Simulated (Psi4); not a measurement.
**U-r2SCAN/def2-SVP run of CH2F3Si (SMILES [CH2][Si](F)(F)F)**

Aim: the energy change on altering one bond length of CH2F3Si at U-r2SCAN/def2-SVP, from 2 runs. 

The calculation is run with Psi4 1.11.

### 1 The structure to begin with

CH2F3Si: 7 atoms, total charge 0, spin state doublet. As SMILES, `[CH2][Si](F)(F)F`. Geometry: relaxed at PBE0-D4/def2-TZVP.

Bond lengths: C1–Si2 1.812 Å, Si2–F3 1.577 Å, Si2–F4 1.578 Å, Si2–F5 1.577 Å, C1–H6 1.084 Å, C1–H7 1.084 Å. Angles: C1–Si2–F3 111.1°, C1–Si2–F4 112.7°, C1–Si2–F5 111.2°, F3–Si2–F4 106.8°, F3–Si2–F5 108.2°, F4–Si2–F5 106.7°, Si2–C1–H6 122.2°, Si2–C1–H7 122.2°, H6–C1–H7 115.6°.

### 2 Energy and forces at U-r2SCAN/def2-SVP

The input, job.py:

```python
import psi4

psi4.set_memory(1600000000)
psi4.set_num_threads(1)
psi4.set_output_file('psi4.out', False)

mol = psi4.geometry("""
0 2
C     -0.691800     0.401700     0.763500
Si     0.442900    -0.260900    -0.483500
F      0.009400     0.178500    -1.934200
F      0.495400    -1.838000    -0.481100
F      1.916900     0.241300    -0.236600
H     -1.731100     0.616200     0.542200
H     -0.380400     0.593100     1.784100
units angstrom
symmetry c1
no_reorient
no_com
""")

psi4.set_options({
    'basis': 'def2-SVP',
    'reference': 'uks',
    'puream': True,
    'e_convergence': 1e-09,
    'd_convergence': 1e-08,
    'scf_type': 'pk',
    'dft_radial_points': 99,
    'dft_spherical_points': 590,
    'maxiter': 100,
})

energy_value, wavefunction = psi4.gradient('r2scan', molecule=mol, return_wfn=True)
psi4.oeprop(wavefunction, 'WIBERG_LOWDIN_INDICES', 'DIPOLE', 'QUADRUPOLE', title='R2SCAN')
print('gradient / Eh bohr^-1')
print(energy_value.np.round(6))
print(f'energy = {wavefunction.energy():.10f} Eh')
```

Launch:

```console
$ python job.py
```

psi4.out, cut to the lines that bear on the results:

```text
[...]
  Running in c1 symmetry.
[...]
  Nuclear repulsion =  252.903389313826551
[...]
  Multiplicity = 2
[...]
  Nalpha       = 25
  Nbeta        = 24
[...]
    Number of basis functions: 84
[...]
   @UKS iter   1:  -627.74111859528875   -3.60315e-01   8.30638e-03 DIIS/ADIIS
[...]
   @UKS iter  13:  -627.93833611578407   -1.81899e-12   2.82115e-09 DIIS
[...]
   @S^2 Observed:                7.549453640E-01
[...]
    Orbital Energies [Eh]
    ---------------------
    Alpha Occupied:
       1A    -65.932541     2A    -24.502574     3A    -24.502486
       4A    -24.501730     5A    -10.091778     6A     -5.312354
       7A     -3.659132     8A     -3.658905     9A     -3.654750
      10A     -1.166290    11A     -1.138242    12A     -1.136995
      13A     -0.686165    14A     -0.533989    15A     -0.472850
      16A     -0.470322    17A     -0.451999    18A     -0.426425
      19A     -0.417280    20A     -0.416358    21A     -0.394590
      22A     -0.388040    23A     -0.376753    24A     -0.362333
      25A     -0.263040
    Alpha Virtual:
[...]
  @UKS Final Energy:  -627.93833611578407
   => Energetics <=
    Nuclear Repulsion Energy =            252.9033893138265512
    One-Electron Energy =               -1374.6389585645015359
    Two-Electron Energy =                 552.2753661811548227
    DFT Exchange-Correlation Energy =     -58.4781330462639630
    Empirical Dispersion Energy =           0.0000000000000000
    VV10 Nonlocal Energy =                  0.0000000000000000
    Total Energy =                       -627.9383361157840682
[...]
  -Total Gradient:
     Atom            X                  Y                   Z
    ------   -----------------  -----------------  -----------------
       1       -0.003055378652     0.001826209263     0.003307118866
       2        0.012455059271    -0.007477059877    -0.013611290849
       3        0.006361952524    -0.006369991265     0.020761738805
       4       -0.000532729321     0.022588142420    -0.000244484687
       5       -0.021089489643    -0.007295746502    -0.003692089317
       6        0.007494988676    -0.001691999149     0.001135698895
       7       -0.001781234568    -0.001540369243    -0.007397362124
[...]
 Multipole Moments:
 ------------------------------------------------------------------------------------
     Multipole            Electronic (a.u.)      Nuclear  (a.u.)        Total (a.u.)
 ------------------------------------------------------------------------------------
 L = 1.  Multiply by 2.5417464519 to convert [e a0] to [Debye]
 Dipole X            :        -41.6333388           41.0705517           -0.5627871
 Dipole Y            :         24.5010385          -24.1826363            0.3184022
 Dipole Z            :         45.4595868          -44.8409333            0.6186535
 Magnitude           :                                                    0.8948975
 L = 2.  Multiply by 1.3450342976 to convert [e a0^2] to [Debye ang]
 Quadrupole XX       :       -182.4862272          157.2672550          -25.2189722
 Quadrupole XY       :         30.3509676          -30.6908236           -0.3398561
[...]
```

The script printed:

```text
gradient / Eh bohr^-1
[[-0.003055  0.001826  0.003307]
 [ 0.012455 -0.007477 -0.013611]
 [ 0.006362 -0.00637   0.020762]
 [-0.000533  0.022588 -0.000244]
 [-0.021089 -0.007296 -0.003692]
 [ 0.007495 -0.001692  0.001136]
 [-0.001781 -0.00154  -0.007397]]
energy = -627.9383361158 Eh
```

It took 49 s on 1 thread of Intel Xeon Platinum 8559C (Emerald Rapids), shared host; peak memory 0.91 GiB.

### 3 The distorted shape at the same level

The input, input.inp:

```
memory 1600 mb

molecule {
  0 2
  C
  Si 1 r2
  F 2 r3 1 a3
  F 2 r4 3 a4 1 d4
  F 2 r5 3 a5 4 d5
  H 1 r6 2 a6 3 d6
  H 1 r7 6 a7 2 d7

  r2 = 1.811516
  r3 = 1.576555
  a3 = 111.05376
  r4 = 1.577975
  a4 = 106.80421
  d4 = 123.20232
  r5 = 1.576655
  a5 = 108.20302
  d5 = 114.51359
  r6 = 1.084033
  a6 = 122.16648
  d6 = 27.94633
  r7 = 1.4093
  a7 = 115.63589
  d7 = -178.96503
  symmetry c1
}

set basis def2-SVP
set reference uks
set puream true
set e_convergence 1e-09
set d_convergence 1e-08
set scf_type pk
set dft_radial_points 99
set dft_spherical_points 590
set maxiter 100

energy_value = gradient("r2scan")
```

Launch:

```console
$ psi4 -i input.inp -o input.out -n 1
```

input.out, cut to the lines that bear on the results:

```text
[...]
  Running in c1 symmetry.
[...]
  Nuclear repulsion =  251.663458524579625
[...]
  Multiplicity = 2
[...]
  Nalpha       = 25
  Nbeta        = 24
[...]
    Number of basis functions: 84
[...]
   @UKS iter   1:  -627.69951319337042   -3.99352e-01   8.27010e-03 ADIIS/DIIS
[...]
   @UKS iter  15:  -627.90131087215934    2.27374e-13   6.65034e-09 DIIS
[...]
   @S^2 Observed:                7.577619663E-01
[...]
  @UKS Final Energy:  -627.90131087215934
   => Energetics <=
    Nuclear Repulsion Energy =            251.6634585245796245
    One-Electron Energy =               -1372.1712840037630485
    Two-Electron Energy =                 550.9905550243300922
    DFT Exchange-Correlation Energy =     -58.3840404173061032
    Empirical Dispersion Energy =           0.0000000000000000
    VV10 Nonlocal Energy =                  0.0000000000000000
    Total Energy =                       -627.9013108721593426
[...]
 Multipole Moments:
 ------------------------------------------------------------------------------------
     Multipole            Electronic (a.u.)      Nuclear  (a.u.)        Total (a.u.)
 ------------------------------------------------------------------------------------
 L = 1.  Multiply by 2.5417464519 to convert [e a0] to [Debye]
 Dipole X            :         -0.1154070            0.1010547           -0.0143522
 Dipole Y            :         -0.2507031            0.2411338           -0.0095693
 Dipole Z            :          5.3475883           -6.2262133           -0.8786250
 Magnitude           :                                                    0.8787943
[...]
  -Total Gradient:
     Atom            X                  Y                   Z
    ------   -----------------  -----------------  -----------------
       1       -0.036219419308    -0.071249622970     0.044695891121
       2       -0.002310872338    -0.004545587334     0.019065155648
       3        0.000147713132     0.021196755688    -0.007169489799
       4        0.018119710217    -0.009994095424    -0.008091520609
       5       -0.017791871230    -0.010232107816    -0.008155029998
       6        0.001927234956     0.003522100785     0.009062049659
       7        0.036188871591     0.071218419655    -0.049739526270
[...]
```

Wall time 54 s (1 thread of Intel Xeon Platinum 8559C (Emerald Rapids), shared host); peak memory 0.9 GiB.

### 4 Summary of results

Level: U-r2SCAN/def2-SVP.

```
                                                         quantity          value
                                        first shape: total energy  -627.93834 Eh
                                       first shape: dipole moment         2.27 D
                  first shape: HOMO energy (highest over α and β)       -7.16 eV
                   first shape: LUMO energy (lowest over α and β)       -3.69 eV
                                                first shape: ⟨S²⟩          0.755
                            first shape: largest force on an atom     1.164 eV/Å
                                    distorted shape: total energy  -627.90131 Eh
                                   distorted shape: dipole moment         2.23 D
              distorted shape: HOMO energy (highest over α and β)       -7.16 eV
               distorted shape: LUMO energy (lowest over α and β)       -3.65 eV
                                            distorted shape: ⟨S²⟩          0.758
                        distorted shape: largest force on an atom     4.839 eV/Å
energy change with the C1–H7 bond stretched from 1.084 to 1.409 Å       1.008 eV
```

**Reading.** With the C1–H7 bond stretched from 1.084 to 1.409 Å the energy rises by 1.01 eV (23 kcal/mol). The first shape isn't relaxed at this level, so the change isn't measured from a minimum. The largest force (first shape) is 1.16 eV/Å: the shape isn't a stationary point for this species at this level.
